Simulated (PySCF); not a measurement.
# Cl4Sn (SnCl4): the cost of one run

Computed with PySCF 2.14.0 and routines of our own; the level stands in each step. Atoms count from 0.

4 further runs of the same task are left out: 4 for a known fault of the program.

### 1 The system as given

5 atoms, charge 0, multiplicity 1; geometry from: GFN2-xTB.

### 2 Relaxing the molecule at PBE0-D3(BJ)/def2-SVP

Job settings and geometry (Å):

```
{"job": {"xc": "PBE0", "basis": "def2-SVP", "d3": "d3bj", "grid": 1, "maxiter": 30, "shake": 0.03, "kind": "geom"}, "charge": 0, "multiplicity": 1}
Sn     0.059930    -0.075840     0.011360
Cl    -0.006120    -0.031490     2.311030
Cl     2.120820     0.003220    -0.808040
Cl    -1.000330     1.901680    -0.763820
Cl    -1.099450    -1.908050    -0.812650
```

The run is started by

```sh
$ OMP_NUM_THREADS=1 python heavy_run.py task.json out
```

One launch serves the whole session: the jobs run in the order shown.

**Question.** How long does this first job take on 1 thread of Arm Neoverse V2, shared host, and how much memory does it need?

About 35 s, with a peak of 0.4 GiB.
